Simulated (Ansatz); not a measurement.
## B2BrFH2O, SMILES OB(Br)BF: harmonic frequencies at the relaxed geometry, step by step

With Ansatz 0.2.0 through its Python package.

`b2brfh2o.xyz`
```text
7

O    -1.06090    0.18950    1.23920
B     0.15700    0.00990    0.54060
Br    1.74750   -0.51630    1.57400
B     0.34200    0.23110   -1.10340
F    -0.89610    0.60360   -1.87520
H    -1.55300   -0.63550    1.22630
H     1.32470    0.04960   -1.64730
```

Typed at the interpreter:
```pycon
>>> import warnings
>>> import ansatz as az
>>> from ase import Atoms
>>> from ase.thermochemistry import IdealGasThermo
>>> import numpy as np
>>> params = {
...     "basis_set": "def2-SVP",
...     "functional": "b3lyp",
... }
>>> warnings.simplefilter("ignore", az.DeckWarning)
>>> system = az.Crystal.molecule_from_extxyz("b2brfh2o.xyz")
>>> calculation = (
...     system.calculation()
...     .basis(gaussian=params["basis_set"])
...     .functional(params["functional"])
... )
>>> symbols = [site.symbol for site in system.cartesian_sites]
>>> start = np.array([site.position_ang for site in system.cartesian_sites], dtype=float)
>>> r = calculation.relax(force_tolerance=0.003).run().report

>>> end = np.array(r["positions_ang"])
>>> print("bond        before    after (A)")
bond        before    after (A)
>>> for i, j in [(0, 1), (0, 5), (1, 2), (1, 3), (3, 4), (3, 6)]:
...     d0, d1 = (np.linalg.norm(xyz[i] - xyz[j]) for xyz in (start, end))
...     print(f"{symbols[i]}{i}-{symbols[j]}{j}".ljust(10), f"{d0:8.4f} {d1:8.4f}")
...
O0-B1        1.4155   1.3462
O0-H5        0.9607   0.9691
B1-Br2       1.9684   1.9374
B1-B3        1.6691   1.7288
B3-F4        1.5058   1.3347
B3-H6        1.1377   1.2083
>>> for i, j, k in [(1, 0, 5), (0, 1, 2), (0, 1, 3), (2, 1, 3), (1, 3, 4), (1, 3, 6), (4, 3, 6)]:
...     u, v = end[i] - end[j], end[k] - end[j]
...     print(f"angle {symbols[i]}{i}-{symbols[j]}{j}-{symbols[k]}{k}: {np.degrees(np.arccos(np.clip(u @ v / np.linalg.norm(u) / np.linalg.norm(v), -1, 1))):.2f} deg")
...
angle B1-O0-H5: 112.37 deg
angle O0-B1-Br2: 116.84 deg
angle O0-B1-B3: 122.29 deg
angle Br2-B1-B3: 120.87 deg
angle B1-B3-F4: 116.26 deg
angle B1-B3-H6: 127.47 deg
angle F4-B3-H6: 116.27 deg
>>> # frequencies need a stationary point, so they are taken at the relaxed geometry
>>> minimum = az.Crystal.molecule()
>>> for symbol, xyz in zip(symbols, end):
...     minimum = minimum.atom(symbol, xyz.tolist())
...
>>> vibrating = minimum.calculation()
>>> vibrating = vibrating.basis(gaussian=params["basis_set"])
>>> vibrating = vibrating.functional(params["functional"])
>>> vibrating = vibrating.phonons(temperatures=(298.15, 498.15, 100))
>>> vib = vibrating.run().report["vibrations"]
>>> sums = vib["harmonic_sums"]
>>> modes = [m["omega_inv_cm"] for m in sums["modes_at_gamma"] if m["rigid_motion"] == "no"]
>>> for number, w in enumerate(modes, start=1):
...     print(f"mode {number:2d} {w:9.1f} 1/cm {w / 8065.544 * 1000:8.2f} meV")
...
mode  1      57.2 1/cm     7.09 meV
mode  2     122.4 1/cm    15.18 meV
mode  3     255.5 1/cm    31.68 meV
mode  4     339.4 1/cm    42.08 meV
mode  5     381.2 1/cm    47.26 meV
mode  6     629.0 1/cm    77.99 meV
mode  7     645.3 1/cm    80.01 meV
mode  8     851.9 1/cm   105.62 meV
mode  9     856.5 1/cm   106.19 meV
mode 10    1087.6 1/cm   134.84 meV
mode 11    1139.4 1/cm   141.27 meV
mode 12    1312.7 1/cm   162.75 meV
mode 13    1390.9 1/cm   172.45 meV
mode 14    2622.0 1/cm   325.08 meV
mode 15    3795.2 1/cm   470.55 meV
>>> print("imaginary modes:", sum(w < 0 for w in modes), " zero-point energy:", round(sums["zero_point_energy_ev"], 4), "eV")
imaginary modes: 0  zero-point energy: 0.96 eV
>>> # rigid rotor and ideal gas, symmetry number taken as one
>>> gas = IdealGasThermo(vib_energies=[w / 8065.544 for w in modes if w > 0], geometry="linear" if len(modes) == 3 * len(symbols) - 5 else "nonlinear",
...                      atoms=Atoms(symbols, positions=end), symmetrynumber=1, spin=0.0)
>>> print(f"H(298 K) - E = {gas.get_enthalpy(298.15, verbose=False):.4f} eV")
H(298 K) - E = 1.1490 eV
>>> print(f"S(298 K, 1 bar) = {96485.33 * gas.get_entropy(298.15, 1e5, verbose=False):.1f} J/(mol K) with symmetry number 1")
S(298 K, 1 bar) = 339.9 J/(mol K) with symmetry number 1
```

Reading the output:
- The frequencies are harmonic and unscaled, in a modest basis. The result belongs to the one conformer reached from this start, and soft torsions count as harmonic oscillators.
- b3lyp holds the VWN-RPA fit, as in Gaussian; the form of ORCA and Turbomole is b3lyp5.
- The entropy takes a symmetry number of 1; a symmetric molecule's is lower by R ln(sigma).
- Finished in 3.2 min on 1 thread of Arm Neoverse V2 (shared host), peak memory 0.34 GiB.

(Lines on the test bed's own set-up are left out of the output.)
